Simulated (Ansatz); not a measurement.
# CH₆AsNO: small, medium and large basis sets

The task here is to estimate one member of a computed series from the others.

Program: Ansatz 0.2.0, Gaussian basis. Level of theory: one geometry, several basis sets. These are calculated values, not measurements.

Plan: PBE0-D4/def2-SVP; ωB97M-V/def2-SVP; PBE0-D4/def2-QZVPP; ωB97M-V/def2-QZVPP; the functionals' def2-TZVPP values are taken from earlier runs.

### Structure used throughout

The geometry comes from an earlier relaxation with PBE0-D4 in a triple-zeta def2 set; it is a stationary point, not always the lowest conformer.

SMILES `N[AsH]CO`, 10 atoms, charge 0, spin multiplicity 1.

Atoms are counted from 1 here; the program's logs count them from 0.

Bond lengths: N1–As2 1.848 Å, N1–H5 1.012 Å, N1–H6 1.011 Å, As2–C3 1.989 Å, As2–H7 1.527 Å, C3–O4 1.409 Å, C3–H8 1.099 Å, C3–H9 1.092 Å, O4–H10 0.961 Å. Angles: As2–N1–H5 114.3°, As2–N1–H6 110.6°, H5–N1–H6 108.6°, N1–As2–C3 102.4°, N1–As2–H7 96.0°, C3–As2–H7 93.3°, As2–C3–O4 111.9°, As2–C3–H8 108.3°, As2–C3–H9 109.5°, O4–C3–H8 112.5°, O4–C3–H9 106.6°, H8–C3–H9 107.9°, C3–O4–H10 108.6°.

The first run:

Contents of in.yaml:

```yaml
crystal:
  periodic: [false, false, false]
  atoms:
    - {symbol: N, position_ang: [-1.087372, 1.523434, 0.361928]}
    - {symbol: As, position_ang: [0.643205, 1.036933, -0.066597]}
    - {symbol: C, position_ang: [0.555576, -0.949858, -0.012089]}
    - {symbol: O, position_ang: [-0.031201, -1.481854, -1.177245]}
    - {symbol: H, position_ang: [-1.567537, 0.867845, 0.965318]}
    - {symbol: H, position_ang: [-1.637462, 1.653637, -0.475822]}
    - {symbol: H, position_ang: [1.195399, 1.139766, 1.353454]}
    - {symbol: H, position_ang: [1.570051, -1.335188, 0.161146]}
    - {symbol: H, position_ang: [-0.070326, -1.264668, 0.825030]}
    - {symbol: H, position_ang: [0.512666, -1.241148, -1.932223]}
basis:
  gaussian: {orbitals: def2-SVP}
hamiltonian: {xc: pbe0, dispersion: d4}
output: {orbitals: {seedname: orbitals}}
```

Command:

```bash
ansatz run in.yaml --threads 4 --pin off --events-out ev --progress --plain --max-ram 10444MiB
```

Among the steps run: PBE0-D4 in def2-SVP; ωB97M-V in def2-SVP; PBE0-D4 in def2-QZVPP; ωB97M-V in def2-QZVPP.

One of the session's tables, all rows but one given; the rest of the session is left out.

It belongs to the step «Functionals by basis». 

| functional | basis | HOMO (eV) | LUMO (eV) |
| --- | --- | --- | --- |
| PBE0-D4 | def2-SVP | ? | ? |
| PBE0-D4 | def2-TZVPP | -6.87 | 0.24 |
| PBE0-D4 | def2-QZVPP | -6.93 | 0.00 |
| ωB97M-V | def2-SVP | -8.88 | 2.50 |
| ωB97M-V | def2-TZVPP | -9.08 | 1.88 |
| ωB97M-V | def2-QZVPP | -9.15 | 1.42 |

**Question.** Estimate the row for PBE0-D4, def2-SVP.

As computed: HOMO (eV): -6.67; LUMO (eV): 0.65. In the column «HOMO (eV)» it is the highest.
